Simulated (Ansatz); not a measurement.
Runs of Ansatz 0.2.0 on CsLiCr2Te2S3. The structure is trigonal, space group R32 (No. 155). Conventional cell: a = 6.639 Å, b = 6.639 Å, c = 20.639 Å, α = 90.00°, β = 90.00°, γ = 120.00°. Cs (site symmetry 32) has 6 Te at 3.84 Å and 6 S at 4.04 Å and 2 Cr at 4.16 Å as nearest neighbours. Around Li (site symmetry 32) lie 3 S at 2.41 Å. Cr (site symmetry 3) is surrounded by 3 S at 2.24 Å and 1 Te at 2.45 Å. Te (site symmetry 3) is surrounded by 1 Cr at 2.45 Å. S (site symmetry 2) is surrounded by 2 Cr at 2.24 Å and 1 Li at 2.41 Å. The cell was built by a generator and needn't be a form met in nature.

```tsv
task	level	cell	k mesh	cutoff (eV)	points for each segment of the path	mesh quality	gap on the mesh (eV)	pressure (GPa)	moment (μB)	relaxed volume (Å³/atom)	largest force (eV/Å)
band structure	PBEsol	as given	5 × 5 × 5	420	10	not flagged	none	-2.1	4.00	-	0.24
relaxation of cell and atoms	r2SCAN+D4	relaxed	4 × 4 × 4	500	-	not flagged	none	0.0	4.00	27.66	-
single point	HSE03	as given	2 × 2 × 2	420	-	coarse	none	-	4.00	-	(a)
relaxation of cell and atoms	PBE+D4	relaxed	4 × 4 × 4	420	-	not flagged	none	0.0	4.00	(b)	-
relaxation of cell and atoms	BLYP	relaxed	4 × 4 × 4	420	-	not flagged	none	0.0	4.00	38.37	-
```

Alike in all rows: potentials or basis Ansatz PAW; spin collinear, ferromagnetic start; smearing fermi-dirac 0.05 eV.

**Question.** Estimate the missing entries.

**Answer.** (a) 0.32; (b) 26.47.

Caveats: some runs use coarse meshes; only a ferromagnetic start was run, and an antiferromagnetic order may lie lower in energy; the PAW data sets come from PBE, with cores solved anew for the run's functional, which leaves a small shift of forces and pressure (some runs); the plane-wave basis is chosen anew once the cell has moved, so the energies of steps on either side of that aren't comparable (some runs); the magnetic or orbital state may not be the lowest (some runs); pairwise dispersion overbinds metals, which lowers pressure and volume (some runs); the potentials were made for another functional, which shifts forces and pressure (some runs); the volume moved by over 15 % at a fixed basis, so the end points are rough (some runs).

A k mesh can miss the band edges, and the runs leave out spin-orbit coupling on Cs, Te.

A gap of «none» marks a metal or a gap under the smearing width.

Not every run made on this cell is shown here.
